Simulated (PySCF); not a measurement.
# FH7SeSi3: the cost of one run

The runs use PySCF 2.14.0, with density-fitted response routines of our own; the level of theory stands in each step. All values are computed, except where a source is named. Atoms count from 0, in the outputs and in this text.

**1. Starting geometry**

12 atoms, charge 0, multiplicity 1; geometry from: PBE0-D3(BJ)/def2-SVP.

Bonds of the start (Å): F0–Si1 1.63, Si1–Si2 2.34, Si2–Se3 2.30, Se3–Si4 2.29, Si1–H5 1.49, Si1–H6 1.49, Si2–H7 1.49, Si2–H8 1.50, Si4–H9 1.49, Si4–H10 1.49, Si4–H11 1.49.

**2. NMR shieldings: HF/pcSseg-1**

The job: settings as JSON, then the geometry in Å.

```
{"job": {"kind": "nmr", "xc": "HF", "basis": "pcSseg-1", "pop": false}, "charge": 0, "multiplicity": 1}
F     -3.386408     0.462649     0.767722
Si    -2.029241    -0.442213     0.714862
Si    -0.559178     0.277549    -0.953943
Se     1.218523    -1.168186    -0.747948
Si     2.273215     0.114990     0.829774
H     -1.358263    -0.354386     2.044355
H     -2.421904    -1.854834     0.442652
H     -1.119097     0.114689    -2.327232
H     -0.098523     1.687813    -0.763401
H      3.353422    -0.731494     1.410416
H      1.310308     0.525026     1.895053
H      2.855971     1.339805     0.207949
```

With the program's defaults for keys left out, this is: GIAO HF/pcSseg-1 NMR shielding, non-relativistic, gas phase.

Started as:

```sh
> OMP_NUM_THREADS=1 python probes_run.py task.json out
```

One launch serves the whole session: the jobs run in the order shown.

**Question.** How long does this first job take on 1 thread of Arm Neoverse V1, shared host, and how much memory does it need?

About 13 s, with a peak of 0.88 GiB.
